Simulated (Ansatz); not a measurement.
# AlH7OSi2: one species, many methods

One table from this session's results is given with a row withheld; the runs are named, their logs left out.

The runs use Ansatz 0.2.0, Gaussian basis; functionals in def2-TZVPP, the program's frozen cores in correlated methods.

The runs, in order: PBE-D4, r2SCAN-D4, PBE0-D4, B3LYP-D4, ωB97X-V, ωB97M-V, B2PLYP; CCSD(T)/def2-TZVPP; MP2/def2-QZVPP; extrapolation to the limit.

### The relaxed structure

All runs share one geometry, relaxed beforehand with PBE0-D4 in a triple-zeta def2 set.

SMILES `O[SiH2][AlH][SiH3]`, 11 atoms, charge 0, spin multiplicity 1.

Atoms are counted from 1 here; the program's logs count them from 0.

Bond lengths: O1–Si2 1.661 Å, O1–H5 0.958 Å, Si2–Al3 2.469 Å, Si2–H6 1.489 Å, Si2–H7 1.498 Å, Al3–Si4 2.463 Å, Al3–H8 1.592 Å, Si4–H9 1.494 Å, Si4–H10 1.491 Å, Si4–H11 1.493 Å. Angles: Si2–O1–H5 117.1°, O1–Si2–Al3 111.7°, O1–Si2–H6 105.0°, O1–Si2–H7 110.8°, Al3–Si2–H6 112.9°, Al3–Si2–H7 109.9°, H6–Si2–H7 106.3°, Si2–Al3–Si4 118.2°, Si2–Al3–H8 122.3°, Si4–Al3–H8 119.5°, Al3–Si4–H9 111.7°, Al3–Si4–H10 112.8°, Al3–Si4–H11 110.8°, H9–Si4–H10 107.1°, H9–Si4–H11 106.8°, H10–Si4–H11 107.4°.

The first run:

File in.yaml:

```yaml
crystal:
  periodic: [false, false, false]
  atoms:
    - {symbol: O, position_ang: [-1.376758, 1.986858, 0.268601]}
    - {symbol: Si, position_ang: [0.123133, 1.774053, 0.950899]}
    - {symbol: Al, position_ang: [0.967691, -0.519780, 0.605228]}
    - {symbol: Si, position_ang: [-0.148031, -1.931375, -1.077167]}
    - {symbol: H, position_ang: [-1.520925, 1.600466, -0.595969]}
    - {symbol: H, position_ang: [-0.054690, 2.114757, 2.388951]}
    - {symbol: H, position_ang: [1.103077, 2.765238, 0.401301]}
    - {symbol: H, position_ang: [2.202011, -1.103575, 1.423116]}
    - {symbol: H, position_ang: [-1.099511, -1.142900, -1.916018]}
    - {symbol: H, position_ang: [0.813859, -2.590515, -2.006826]}
    - {symbol: H, position_ang: [-0.944457, -3.010128, -0.421515]}
basis:
  gaussian: {orbitals: def2-TZVPP}
hamiltonian: {xc: pbe, dispersion: d4}
output: {forces: true, orbitals: {seedname: orbitals}}
```

Launch:

```
$ ansatz run in.yaml --threads 4 --pin off --events-out ev --progress --plain --max-ram 10444MiB
```

Among the steps run: PBE-D4 (GGA); r2SCAN-D4 (meta-GGA); PBE0-D4 (hybrid); B3LYP-D4 (hybrid); ωB97X-V (range-separated); ωB97M-V (range-separated); B2PLYP (double hybrid); CCSD(T) in def2-TZVPP; MP2 in def2-QZVPP.

One of the session's tables, all rows but one given; the rest of the session is left out.

It belongs to the step «Atomisation energies». 

```
            method  atomisation energy (kJ/mol)
            PBE-D4                       3201.5
         r2SCAN-D4                            ?
           PBE0-D4                       3179.9
          B3LYP-D4                       3219.7
           ωB97X-V                       3259.8
           ωB97M-V                       3225.9
            B2PLYP                       3177.4
     HF/def2-TZVPP                       2405.3
    MP2/def2-TZVPP                       3142.7
   CCSD/def2-TZVPP                       3122.1
CCSD(T)/def2-TZVPP                       3154.5
           MP2/CBS                       3233.9
       CCSD(T)/CBS                       3245.6
```

Q: Estimate the row for r2SCAN-D4 from the others.

**Answer.** atomisation energy (kJ/mol): 3232.2. In the column «atomisation energy (kJ/mol)» it lies between ωB97M-V (3225.9) and MP2/CBS (3233.9).

To keep in mind: Free atoms (1 O, 2 Si, 1 Al, 7 H) were run apart at each level; the atomisation energy is their sum less the molecule, without zero-point or spin-orbit terms.
